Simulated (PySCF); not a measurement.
# C5H11NS (3-methylbutanethioamide): the cost of one run

The runs use PySCF 2.14.0, with density-fitted response routines of our own; the level of theory stands in each step. All values are computed, except where a source is named. Atoms are numbered from 0 throughout.

## Step 1: The starting structure

18 atoms, charge 0, multiplicity 1; geometry from: GFN2-xTB. The atoms were then displaced at random by about 0.01 Å, so the start is not that level's minimum.

Bonds of the start (Å): C0–C1 1.52, C1–C2 1.54, C1–C3 1.57, C3–C4 1.46, C4–N5 1.35, C4–S6 1.64, C0–H7 1.12, C0–H8 1.07, C0–H9 1.10, C1–H10 1.09, C2–H11 1.07, C2–H12 1.09, C2–H13 1.09, C3–H14 1.09, C3–H15 1.08, N5–H16 1.01, N5–H17 1.01.

## Step 2: Optimising the geometry at PBE0-D3(BJ)/def2-SVP

The job: settings as JSON, then the geometry in Å.

```
{"job": {"xc": "PBE0", "basis": "def2-SVP", "d3": "d3bj", "grid": 1, "shake": 0.01, "kind": "geom"}, "charge": 0, "multiplicity": 1}
C     -0.753590     0.187780     1.315460
C     -0.684610    -0.517850    -0.029070
C     -2.009960    -0.393140    -0.805990
C      0.512370     0.046340    -0.878070
C      1.797850    -0.202820    -0.224830
N      2.410620     0.867580     0.333760
S      2.484150    -1.690090    -0.133430
H     -0.934700     1.282430     1.153260
H      0.139010     0.094070     1.905320
H     -1.600730    -0.189850     1.906550
H     -0.481090    -1.574560     0.169550
H     -1.936440    -0.945430    -1.724180
H     -2.840420    -0.775480    -0.215490
H     -2.220110     0.654560    -1.019400
H      0.322350     1.102160    -1.046440
H      0.476500    -0.456440    -1.829560
H      2.007310     1.792900     0.323060
H      3.283970     0.729770     0.813760
```

The run is started by

```
OMP_NUM_THREADS=1 python probes_run.py task.json out
```

This one command runs all jobs of the session in turn.

Q: Estimate the wall time and peak memory of this first job on 1 thread of AMD EPYC 7B13, shared host.

About 72 s, with a peak of 0.66 GiB.
